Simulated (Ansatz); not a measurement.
Predict the output of the script below (the Python package of Ansatz (0.2.0)).

Script `zr3tl.py`:
```python
# -*- coding: utf-8 -*-
import ansatz as az
import matplotlib.pyplot as plt
import numpy as np

vectors0 = np.array([
    [4.4739, 0.0, 0.0],
    [0.0, 4.4739, 0.0],
    [0.0, 0.0, 4.4739],
])
sites = [
    ("Zr", (0.0, 0.5, 0.5)),
    ("Zr", (0.5, 0.0, 0.5)),
    ("Zr", (0.5, 0.5, 0.0)),
    ("Tl", (0.0, 0.0, 0.0)),
]


def crystal_on(cell):
    crystal = az.Crystal(lattice=az.Lattice.of(cell))
    for symbol, position in sites:
        crystal = crystal.atom(symbol, position)
    return crystal

values = np.linspace(-0.03, 0.03, 7)
energies = []
for d in values:
    strain = np.diag([d, d, (1 + d) ** -2 - 1])
    cell = vectors0 @ (np.eye(3) + strain)
    job = (
        crystal_on(cell).calculation()
        .functional(az.Functional.PBESOL)
        .basis(19 * az.Ha)
        .occupations("fermi_dirac")
        .scf(max_iterations=50)
        .kpoints(8, 8, 8)
        .stress()
    )
    report = job.run().report
    energies.append(report["free_energy_ev"] / len(sites))
    s = report["stress_gpa"]
    print(f"d = {d:+.4f}  stress xx yy zz xy (GPa, compression positive): {s[0][0]:8.3f} {s[1][1]:8.3f} {s[2][2]:8.3f} {s[0][1]:8.3f}")
energies = np.array(energies)

for value, e in zip(values, energies):
    print(f"strain {value:7.3f}   E - Emin = {1000 * (e - energies.min()):9.3f} meV/atom")
plt.figure(figsize=(4.5, 3))
plt.plot(values, 1000 * (energies - energies.min()), "o-")
plt.xlabel("strain")
plt.ylabel("meV/atom")
plt.tight_layout()
plt.savefig("strain.png", dpi=100)
curvature = 2 * np.polyfit(values, energies, 3)[1]
volume = abs(np.linalg.det(vectors0)) / len(sites)
print(f"d2E/dd2 over the volume: {curvature / volume * 160.21766:.1f} GPa")
```

```console
$ python zr3tl.py
d = -0.0300  stress xx yy zz xy (GPa, compression positive):   -1.770   -1.770   -6.707    0.000
d = -0.0200  stress xx yy zz xy (GPa, compression positive):   -2.408   -2.408   -5.650    0.000
d = -0.0100  stress xx yy zz xy (GPa, compression positive):   -2.999   -2.999   -4.562   -0.000
d = +0.0000  stress xx yy zz xy (GPa, compression positive):   -3.528   -3.528   -3.528   -0.000
d = +0.0100  stress xx yy zz xy (GPa, compression positive):   -3.979   -3.979   -2.611    0.000
d = +0.0200  stress xx yy zz xy (GPa, compression positive):   -4.348   -4.348   -1.849    0.000
d = +0.0300  stress xx yy zz xy (GPa, compression positive):   -4.632   -4.632   -1.265    0.000
strain  -0.030   E - Emin =    20.698 meV/atom
strain  -0.020   E - Emin =     8.965 meV/atom
strain  -0.010   E - Emin =     2.161 meV/atom
strain   0.000   E - Emin =     0.000 meV/atom
strain   0.010   E - Emin =     1.951 meV/atom
strain   0.020   E - Emin =     7.329 meV/atom
strain   0.030   E - Emin =    15.385 meV/atom
d2E/dd2 over the volume: 286.4 GPa
```

Against the unstrained cell the energy per atom changes by +20.70 meV at one end of the scan and +15.39 meV at the other, and its second derivative over the volume is 286.4 GPa.

Reading the output:
- The run is spin-unpolarised.
- The curvature belongs to this strain pattern and to the cell's stress; it equals a single elastic constant only for simple patterns.
- In a metal a curvature from energy changes of a few meV or less hangs on mesh and smearing, in size and even in sign.
- Spin-orbit coupling, which matters for elements this heavy, is left out.
- This cell is a computed structure, which may not be the phase found in nature.
- The ions keep their fractional positions (clamped ions).
- Finished in 68 s on 1 thread of Arm Neoverse V2 (shared host), peak memory 0.59 GiB.
